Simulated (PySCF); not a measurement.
# C5H5NS2Se: the cost of one run

Computed with PySCF 2.14.0 and routines of our own; the level stands in each step. Atoms count from 0.

### Step 1. The starting structure

14 atoms, charge 0, multiplicity 1; geometry from: GFN2-xTB.

### Step 2. Vibronic structure: TDA BHandHLYP/6-31G*

The job: settings as JSON, then the geometry in Å.

```
{"job": {"kind": "vib", "xc": "BHandHLYP", "basis": "6-31G*", "tda": true}, "charge": 0, "multiplicity": 1}
C     -1.200645    -0.121208    -1.014506
C     -1.540454     0.234720     0.416825
S     -0.280416     1.302474     1.208104
C      1.144227     0.240229     1.172250
C      1.179795    -0.906653     1.782891
S      1.152240    -2.321475     2.427887
Se     2.806740     0.906059     0.372469
C      2.275297     0.643005    -1.349400
N      1.927542     0.478386    -2.430506
H     -2.023476    -0.679933    -1.454962
H     -0.303994    -0.735843    -1.061346
H     -1.031069     0.774914    -1.606445
H     -1.658561    -0.650914     1.040938
H     -2.447903     0.835765     0.473636
```

Method: TDA BHandHLYP/6-31G* vertical-gradient vibronic structure (displaced harmonic oscillators, Condon), gas phase.

On the command line:

```bash
$ OMP_NUM_THREADS=1 python excited_run.py task.json out
```

The driver reads the jobs from task.json and runs them one after another.

Q: Estimate the wall time and peak memory of this first job on 1 thread of Arm Neoverse N1, shared host.

About 95 s, with a peak of 1.2 GiB.
